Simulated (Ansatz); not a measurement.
# C₆H₇NO: a ladder of functionals and wavefunction methods

One table from this session's results is given with a row withheld; the runs are named, their logs left out.

The runs use Ansatz 0.2.0, Gaussian basis; functionals in def2-TZVPP, the program's frozen cores in correlated methods.

Plan: LDA (SPW92), PBE-D4, revPBE-D4, BLYP-D4, r2SCAN-D4, B97M-V, PBE0-D4, B3LYP-D4, r2SCANh-D4, r2SCAN0-D4, HSE06-D4, BHLYP-D4, CAM-B3LYP-D4, LC-ωPBE, ωB97X-V, ωB97M-V, B2PLYP, PBE-QIDH; CCSD(T)/def2-SVP; CCSD(T)/def2-TZVPP; MP2/def2-QZVPP; extrapolation to the limit; RPA on PBE.

## The relaxed structure

An earlier PBE0-D4 in a triple-zeta def2 set relaxation fixed the geometry.

SMILES `Cc1cc(O)ccn1`, 15 atoms, charge 0, spin multiplicity 1.

Atoms are counted from 1 here; the program's logs count them from 0.

Bond lengths: C1–C2 1.497 Å, C1–H9 1.093 Å, C1–H10 1.093 Å, C1–H11 1.088 Å, C2–C3 1.392 Å, C2–N8 1.331 Å, C3–C4 1.386 Å, C3–H12 1.086 Å, C4–O5 1.348 Å, C4–C6 1.390 Å, O5–H13 0.962 Å, C6–C7 1.380 Å, C6–H14 1.082 Å, C7–N8 1.331 Å, C7–H15 1.087 Å. Angles: C2–C1–H9 111.1°, C2–C1–H10 111.1°, C2–C1–H11 109.5°, H9–C1–H10 107.3°, H9–C1–H11 108.9°, H10–C1–H11 108.9°, C1–C2–C3 120.4°, C1–C2–N8 117.2°, C3–C2–N8 122.4°, C2–C3–C4 119.2°, C2–C3–H12 120.2°, C4–C3–H12 120.6°, C3–C4–O5 123.1°, C3–C4–C6 118.6°, O5–C4–C6 118.3°, C4–O5–H13 109.4°, C4–C6–C7 117.6°, C4–C6–H14 120.5° and more.

Coordinates:

```xyz
15

C     0.8637   -2.1869    0.0646
C     0.1171   -0.8901    0.0186
C     0.8060    0.3199    0.0222
C     0.0899    1.5054   -0.0213
O     0.6762    2.7193   -0.0212
C    -1.2978    1.4443   -0.0674
C    -1.8823    0.1943   -0.0667
N    -1.2112   -0.9547   -0.0254
H     1.4792   -2.2548    0.9657
H     1.5321   -2.2865   -0.7949
H     0.1564   -3.0142    0.0580
H     1.8916    0.3303    0.0588
H     1.6317    2.6132    0.0129
H    -1.8874    2.3511   -0.1021
H    -2.9652    0.1095   -0.1020
```

Set-up of the first run:

File in.yaml:

```yaml
crystal:
  periodic: [false, false, false]
  atoms:
    - {symbol: C, position_ang: [0.863722, -2.186922, 0.064614]}
    - {symbol: C, position_ang: [0.117148, -0.890084, 0.018562]}
    - {symbol: C, position_ang: [0.805973, 0.319910, 0.022245]}
    - {symbol: C, position_ang: [0.089893, 1.505370, -0.021345]}
    - {symbol: O, position_ang: [0.676171, 2.719311, -0.021173]}
    - {symbol: C, position_ang: [-1.297780, 1.444281, -0.067381]}
    - {symbol: C, position_ang: [-1.882300, 0.194278, -0.066688]}
    - {symbol: N, position_ang: [-1.211216, -0.954702, -0.025354]}
    - {symbol: H, position_ang: [1.479197, -2.254813, 0.965681]}
    - {symbol: H, position_ang: [1.532133, -2.286519, -0.794873]}
    - {symbol: H, position_ang: [0.156357, -3.014204, 0.058031]}
    - {symbol: H, position_ang: [1.891648, 0.330291, 0.058832]}
    - {symbol: H, position_ang: [1.631670, 2.613164, 0.012939]}
    - {symbol: H, position_ang: [-1.887446, 2.351091, -0.102062]}
    - {symbol: H, position_ang: [-2.965170, 0.109547, -0.102028]}
basis:
  gaussian: {orbitals: def2-TZVPP}
hamiltonian: {xc: lda}
output: {orbitals: {seedname: orbitals}}
```

Launch:

```
$ ansatz run in.yaml --threads 2 --pin off --events-out ev --progress --plain --max-ram 32768MiB --backend cuda --devices 0, --max-vram 18GiB
```

Steps of the session up to this table: LDA; PBE-D4 (GGA); revPBE-D4 (GGA); BLYP-D4 (GGA); r2SCAN-D4 (meta-GGA); B97M-V (meta-GGA); PBE0-D4 (hybrid); B3LYP-D4 (hybrid); r2SCANh-D4 (hybrid); r2SCAN0-D4 (hybrid); HSE06-D4 (hybrid); BHLYP-D4 (hybrid); CAM-B3LYP-D4 (range-separated); LC-ωPBE (range-separated); ωB97X-V (range-separated); ωB97M-V (range-separated); B2PLYP (double hybrid); PBE-QIDH (double hybrid).

One table of the session follows, with a row left open; its other results are not shown here.

It belongs to the step «Orbital energies across the functionals». 

| functional | HOMO (eV) | gap (eV) |
| --- | --- | --- |
| LDA (SPW92) | -5.87 | 4.26 |
| PBE-D4 | -5.75 | 4.40 |
| revPBE-D4 | -5.69 | 4.44 |
| BLYP-D4 | -5.64 | 4.43 |
| r2SCAN-D4 | -6.08 | 4.93 |
| B97M-V | -6.28 | 5.21 |
| PBE0-D4 | -7.27 | 6.84 |
| B3LYP-D4 | -7.06 | 6.42 |
| r2SCANh-D4 | ? | ? |
| r2SCAN0-D4 | -7.41 | 7.09 |
| HSE06-D4 | -6.88 | 6.07 |
| BHLYP-D4 | -8.15 | 8.76 |
| CAM-B3LYP-D4 | -8.52 | 9.17 |
| LC-ωPBE | -9.81 | 11.51 |
| ωB97X-V | -9.46 | 11.15 |
| ωB97M-V | -9.38 | 10.98 |

**Question.** Estimate the row for r2SCANh-D4.

Worked estimate for «HOMO (eV)». Against the share of exact exchange, r2SCAN-D4 (0, -6.08), r2SCAN0-D4 (0.25, -7.41) give a slope of -5.32 per unit share; at 0.1 the line stands at -6.61.

**Answer.** HOMO (eV): -6.67; gap (eV): 5.85. In «HOMO (eV)» the line misses by +0.06.
